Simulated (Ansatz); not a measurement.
# SiF2 + H2: a complex and its separated parts

The complex below is one end of an elementary step. How strongly is it bound against its free parts?

Program: Ansatz 0.2.0, Gaussian basis. Level of theory: PBE0-D4/def2-TZVP structures, single points in def2-TZVPP, no counterpoise correction. These are calculated values, not measurements.

Levels: SPW92, PBE-D4, BLYP-D4, r2SCAN-D4, B97M-V, PBE0-D4, B3LYP-D4, r2SCAN0-D4, BHLYP-D4, CAM-B3LYP-D4, wB97X-V, wB97M-V, B2PLYP, PBE-QIDH, RPA on PBE, Hartree-Fock, MP2, CCSD, CCSD(T).

Cores are frozen in the correlated methods. B3LYP uses VWN-RPA correlation. B2PLYP carries no dispersion term here.

57 further runs of the same task are left out: 1 that didn't finish, 56 set aside as unsound or not needed.

## Step 1: Starting geometry

The complex: 5 atoms, charge 0, spin multiplicity 1.

Atoms are counted from 1 here; the program's logs count them from 0.

Bond lengths: Si1–F2 1.602 Å, Si1–F3 1.602 Å, H4–H5 0.747 Å. Angles: F2–Si1–F3 100.5°.

Coordinates:

| atom | x (Å) | y (Å) | z (Å) |
| --- | --- | --- | --- |
| Si1 | 0.9114 | 0.3791 | -1.0604 |
| F2 | 1.0211 | 1.4580 | 0.1190 |
| F3 | 1.4942 | -0.9190 | -0.3240 |
| H4 | -1.9386 | -0.4478 | 0.3349 |
| H5 | -1.4880 | -0.4703 | 0.9304 |

Its parts: SiF2 holds atoms 1, 2, 3; H2 holds atoms 4, 5. Each part counts its atoms afresh in its own runs.

## Step 2: Relaxing SiF2 alone

relax-a/in.yaml

```yaml
crystal:
  periodic: [false, false, false]
  atoms:
    - {symbol: Si, position_ang: [0.911435, 0.379103, -1.060404]}
    - {symbol: F, position_ang: [1.021105, 1.457953, 0.119030]}
    - {symbol: F, position_ang: [1.494171, -0.919026, -0.324007]}
basis:
  gaussian: {orbitals: def2-TZVP}
hamiltonian: {xc: pbe0, dispersion: d4}
relax: {f_tol: 0.005, max_steps: 200}
```

Launch:

```bash
ansatz run in.yaml --threads 2 --pin off --events-out ev --progress --plain --max-ram 4352MiB
```

After this run come: Relaxing H2 alone; SPW92/def2-TZVPP; PBE-D4/def2-TZVPP; BLYP-D4/def2-TZVPP; r2SCAN-D4/def2-TZVPP; B97M-V/def2-TZVPP; PBE0-D4/def2-TZVPP; B3LYP-D4/def2-TZVPP; r2SCAN0-D4/def2-TZVPP; BHLYP-D4/def2-TZVPP; CAM-B3LYP-D4/def2-TZVPP; wB97X-V/def2-TZVPP; wB97M-V/def2-TZVPP; B2PLYP/def2-TZVPP; PBE-QIDH/def2-TZVPP; RPA on PBE/def2-TZVPP; CCSD(T)/def2-TZVPP; Vibrations of SiF2; Vibrations of H2.

Q: Predict the outcome of this session. Wanted: complex less parts, CCSD(T)/def2-TZVPP; with zero-point energy; largest T1 diagnostic.

As calculated:

| quantity | value |
| --- | --- |
| complex less parts, CCSD(T)/def2-TZVPP | -0.0124 eV |
| with zero-point energy | +0.0157 eV |
| largest T1 diagnostic | 0.015 |

**Reading.** At CCSD(T) the complex lies 0.0124 eV below its parts. PBE-QIDH is the best functional here (-0.0015 eV from CCSD(T)); SPW92 is the worst (-0.0442 eV). Mean unsigned error by rung: LDA 0.0442, GGA 0.0124, meta-GGA 0.0093, hybrid 0.0126, range-separated hybrid 0.0116, double hybrid 0.0059 eV. PBE-D4 gives a relative energy 0.0214 eV too low, an error of 173 % of the reference. The complex's frequency run has imaginary modes: the structure is no minimum, so both the energy and the zero-point correction are in doubt. No counterpoise was applied, and triple zeta lacks some correlation, so the CCSD(T) reference has a basis error of its own, and close matches with it are partly luck. The restricted Hartree–Fock reference is unstable towards an unrestricted one at one or more of these structures.
